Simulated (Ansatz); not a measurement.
**AgRh in Ansatz: the effect of functional**

AgRh:

```xyz
2
Lattice="2.8321 0.0000 0.0000 -1.4160 2.4526 0.0000 0.0000 0.0000 4.9029" Properties=species:S:1:pos:R:3 pbc="T T T"
Ag    0.0000    0.0000    2.4515
Rh    1.4160    0.8175    0.0000
```

The cell comes from a database or a generator and needn't be the stable form of this composition.

The cell isn't the ideal one: volume scaled by 1.06.

Alike in all runs:

- Program: Ansatz 0.2.0
- Task: single point
- Potentials or basis: Ansatz PAW
- k mesh: 11 × 11 × 6
- Occupations: fermi-dirac, width 0.05 eV
- Spin: no spin polarisation

| functional | cutoff | pressure (GPa) |
| --- | --- | --- |
| LDA | 420 eV (not typed: the program's choice for these potentials) | -21.5 |
| r2SCAN | 500 eV (not typed: the program's choice for these potentials) | ? |
| PBE | 420 eV (not typed: the program's choice for these potentials) | -9.5 |

Task: What does the run with functional r2SCAN give?

Result: Pressure -13.3 GPa.

Caveats: the PAW data sets come from PBE, with cores solved anew for the run's functional, which leaves a small shift of forces and pressure (some runs).
